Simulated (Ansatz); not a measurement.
# ClFGeH2: the cost of one run

Program: Ansatz 0.2.0. Level of theory: RKS PBE0-D4/def2-SVP. These are calculated values, not measurements.

### Step 1. The structure to begin with

Bond lengths: Ge1–Cl2 2.420 Å, Ge1–H3 1.750 Å, Ge1–H4 1.549 Å, Ge1–F5 1.679 Å. Angles: Cl2–Ge1–H3 50.3°, Cl2–Ge1–H4 122.7°, Cl2–Ge1–F5 122.6°, H3–Ge1–H4 120.2°, H3–Ge1–F5 120.2°, H4–Ge1–F5 109.5°.

Structure file:

```xyz
5

Ge    0.0000    0.0000    0.0000
Cl    1.3501    0.0000    2.0083
H     1.7410    0.0000    0.1780
H    -0.7300    1.2648   -0.5162
F    -0.7913   -1.3709   -0.5594
```

### Step 2. A restrained relaxation towards end A

Springs on the bonds that form and break draw the guess towards this end; the thresholds are loose.

The input, input.yaml:

```yaml
crystal:
  periodic: [false, false, false]
  atoms:
    - { symbol: Ge, position_ang: [0.0, 0.0, 0.0] }
    - { symbol: Cl, position_ang: [1.3501, 0.0, 2.0083] }
    - { symbol: H, position_ang: [1.741, 0.0, 0.178] }
    - { symbol: H, position_ang: [-0.73, 1.2648, -0.5162] }
    - { symbol: F, position_ang: [-0.7913, -1.3709, -0.5594] }
basis:
  gaussian: { orbitals: def2-SVP }
hamiltonian:
  xc: pbe0
  dispersion: d4
relax:
  f_tol: 0.15
  max_steps: 25
  restrain:
    - { distance: [1, 2], at: 2.57, k: 30.0 }
    - { distance: [0, 1], at: 2.22, k: 30.0 }
    - { distance: [0, 2], at: 1.55, k: 30.0 }
output:
  orbitals: {}
```

Run with:

```sh
$ ansatz run input.yaml --threads 1 --pin off --max-ram 2048MiB --backend cpu --events-out ev --progress --plain --runs-dir out
```

Q: Estimate wall time and peak memory on 1 thread of Arm Neoverse V2, shared host.

About 15 s, with a peak of 0.14 GiB.
